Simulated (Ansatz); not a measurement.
# triplet GeH2ClF: levels of theory compared

Aim: a comparison of 6 runs (UHF/STO-3G, UB2PLYP/aug-cc-pVDZ, UB3LYP/aug-cc-pVDZ, UBHLYP/aug-cc-pVDZ, UBLYP/aug-cc-pVDZ, USVWN5/aug-cc-pVDZ) of triplet GeH2ClF. 

The results are computed with Ansatz 0.2.0.

47 further runs of the same task are left out: 2 that didn't finish, 45 set aside as unsound or not needed.

## Step 1: The structure to begin with

GeH2ClF: 5 atoms, total charge 0, spin state triplet. As SMILES of the parent species, `[F][GeH2][Cl]`. The shape is that of a PBE0-D4/def2-TZVP optimisation. That shape belongs to the parent species and isn't relaxed for this state.

Bond lengths: F1–Ge2 1.730 Å, Ge2–Cl3 2.133 Å, Ge2–H4 1.528 Å, Ge2–H5 1.528 Å. Angles: F1–Ge2–Cl3 106.4°, F1–Ge2–H4 107.1°, F1–Ge2–H5 107.1°, Cl3–Ge2–H4 109.1°, Cl3–Ge2–H5 109.1°, H4–Ge2–H5 117.4°.

## Step 2: The energy at UHF/STO-3G (run 1)

Contents of run.yaml:

```yaml
crystal:
  periodic: [false, false, false]
  atoms:
    - symbol: F
      position_ang: [-0.242000, -0.508000, 1.588600]
    - symbol: Ge
      position_ang: [0.139900, -0.089200, -0.045500]
    - symbol: Cl
      position_ang: [-1.390300, 1.244900, -0.698900]
    - symbol: H
      position_ang: [0.067600, -1.375500, -0.867400]
    - symbol: H
      position_ang: [1.474700, 0.654200, -0.018300]
basis:
  gaussian: {orbitals: STO-3G}
magnetization: {spin_polarized: true, initial_magnetization: 2}
hamiltonian: {xc: hf}
accuracy: high
output: {orbitals: {seedname: orbitals}}
```

Started as:

```
ansatz run run.yaml --threads 1 --pin off --max-ram 3480MiB --events-out events.jsonl --progress --plain --runs-dir runs
```

The program printed:

```text
Warning: RAYON_NUM_THREADS=1 ignored (pool sized by the plan → 1); use --threads N
Functional definition: HF
  name "HF"
  exchange = exact_x
  correlation = 0
563 factors; integrals over basis functions are off by at most 3.0e-8 eV
mean field evaluation 1: about -70888.9077 eV, gradient 1.2e1 eV
mean field evaluation 2: about -70889.0386 eV, gradient 1.2e1 eV
mean field evaluation 4: about -70891.3773 eV, gradient 2.3e0 eV
mean field evaluation 8: about -70891.5927 eV, gradient 1.1e0 eV
mean field evaluation 16: about -70894.2220 eV, gradient 7.0e-2 eV
mean field evaluation 32: about -70894.1822 eV, gradient 8.9e-2 eV
mean field evaluation 64: about -70892.4607 eV, gradient 4.4e-1 eV
mean field evaluation 96: about -70892.2805 eV, gradient 6.4e0 eV
mean field evaluation 128: about -70891.2426 eV, gradient 2.3e0 eV
mean field -70894.22207572 eV, -2605.3146074530 hartree, gradient 1.6e-8 eV, S^2 2.001222; 4 other end points of the search recorded, 0 dependent functions left out
reference -70894.22207572 eV, -2605.3146074530 hartree; 31, 29 occupied and 3, 5 virtual orbitals, 563 factors
Total energy: -70894.22207572 eV, -2605.3146074530 hartree
```

Wall time 1.7 s (1 thread of Arm Neoverse V1, shared host); peak memory 0.1 GiB.

## Step 3: A single-point energy at UB2PLYP/aug-cc-pVDZ (run 2)

run.yaml: that of step 2 with these lines changed.

```diff
@@ -14,6 +14,7 @@
 basis:
-  gaussian: {orbitals: STO-3G}
+  gaussian: {orbitals: aug-cc-pVDZ}
 magnetization: {spin_polarized: true, initial_magnetization: 2}
-hamiltonian: {xc: hf}
 accuracy: high
+hamiltonian: {xc: {name: B2PLYP}}
 output: {orbitals: {seedname: orbitals}}
+correlation: {frozen_orbitals: {Cl: 5, F: 1, Ge: 9, H: 0}}
```

Started as:

```
ansatz run run.yaml --threads 1 --pin off --max-ram 3480MiB --events-out events.jsonl --progress --plain --runs-dir runs
```

The program printed (excerpt; [...] marks lines left out):

```text
Warning: RAYON_NUM_THREADS=1 ignored (pool sized by the plan → 1); use --threads N
Functional definition: B2PLYP
  name "B2PLYP"
[...]
2113 factors; integrals over basis functions are off by at most 4.4e-9 eV
[...]
mean field -71763.89425763 eV, -2637.2744706531 hartree, gradient 8.5e-8 eV, S^2 2.011830; 6 other end points of the search recorded, 0 dependent functions left out
15 core orbitals not correlated: weight in the atoms' cores, before any rotation towards them, 1.000 or more for the frozen orbitals, at most 0.000 for the correlated occupied ones
reference -71763.89428013 eV, -2637.2744714800 hartree; 16, 14 occupied and 73, 75 virtual orbitals, 2113 factors
second order -15.99004951 eV of doubles, -0.00000000 eV of singles
Total energy: -71768.21159349 eV, -2637.4331298199 hartree
```

Wall time 60 s (1 thread of Arm Neoverse V1, shared host); peak memory 0.55 GiB.

Runs 3 to 5 aren't shown in full; the table further down has their settings and results.

## Step 4: The energy at USVWN5/aug-cc-pVDZ (run 6)

Contents of input.yaml:

```yaml
crystal:
  periodic: [false, false, false]
  atoms:
    - symbol: F
      position_ang: [-0.242000, -0.508000, 1.588600]
    - symbol: Ge
      position_ang: [0.139900, -0.089200, -0.045500]
    - symbol: Cl
      position_ang: [-1.390300, 1.244900, -0.698900]
    - symbol: H
      position_ang: [0.067600, -1.375500, -0.867400]
    - symbol: H
      position_ang: [1.474700, 0.654200, -0.018300]
basis:
  gaussian:
    orbitals: aug-cc-pVDZ
magnetization:
  spin_polarized: true
  initial_magnetization: 2
hamiltonian:
  xc: {name: SVWN5}
accuracy: high
output: {orbitals: {seedname: orbitals}}
```

Started as:

```
ansatz run input.yaml --threads 1 --pin off --max-ram 3480MiB --events-out events.jsonl --progress --plain --runs-dir runs
```

The program printed:

```text
Warning: RAYON_NUM_THREADS=1 ignored (pool sized by the plan → 1); use --threads N
Functional definition: SVWN5
  name "SVWN5"
  exchange = slater_x
  correlation = vwn5_c
2113 factors; integrals over basis functions are off by at most 4.4e-9 eV
mean field evaluation 1: about -71637.2504 eV, gradient 3.0e1 eV
mean field evaluation 2: about -71569.2216 eV, gradient 1.3e2 eV
mean field evaluation 4: about -71638.1326 eV, gradient 2.2e1 eV
mean field evaluation 8: about -71642.0334 eV, gradient 1.4e-1 eV
mean field evaluation 16: about -71642.0348 eV, gradient 6.6e-4 eV
mean field evaluation 32: about -71639.4573 eV, gradient 1.6e1 eV
mean field evaluation 64: about -71640.5913 eV, gradient 4.1e0 eV
mean field -71642.03478703 eV, -2632.7962177080 hartree, gradient 4.5e-8 eV, S^2 2.002389; 10 other end points of the search recorded, 0 dependent functions left out
reference -71642.03479090 eV, -2632.7962178502 hartree; 31, 29 occupied and 73, 75 virtual orbitals, 2113 factors
Total energy: -71642.03479090 eV, -2632.7962178502 hartree
```

Run time: 18 s. Hardware: 1 thread of Arm Neoverse V1, shared host; peak memory 0.35 GiB.

## Step 5: All runs side by side

| run | level | frozen core orbitals | energy (Eh) | HOMO energy (eV) | ⟨S²⟩ | wall time |
| --- | --- | --- | --- | --- | --- | --- |
| 1 | UHF/STO-3G | – | -2605.314607 | -1.14 | 2.001 | 1.7 s |
| 2 | UB2PLYP/aug-cc-pVDZ | 15 | -2637.433130 | -3.45 | 2.012 | 60 s |
| 3 | UB3LYP/aug-cc-pVDZ | – | -2638.125567 | -2.83 | 2.008 | 40 s |
| 4 | UBHLYP/aug-cc-pVDZ | – | -2637.993354 | -3.52 | 2.012 | 51 s |
| 5 | UBLYP/aug-cc-pVDZ | – | -2638.117368 | -2.18 | 2.005 | 35 s |
| 6 | USVWN5/aug-cc-pVDZ | – | -2632.796218 | -2.37 | 2.002 | 18 s |

## Step 6: Outcome

```
                                 quantity           value
                      run 6: total energy  -2632.79622 Eh
run 6: HOMO energy (highest over α and β)        -2.37 eV
                              run 6: ⟨S²⟩           2.002
```

In words: Totals of different functionals can't be ranked against each other. In run 1 the basis is minimal, so the values are rough. All runs together took 3.4 min, the longest 60 s.
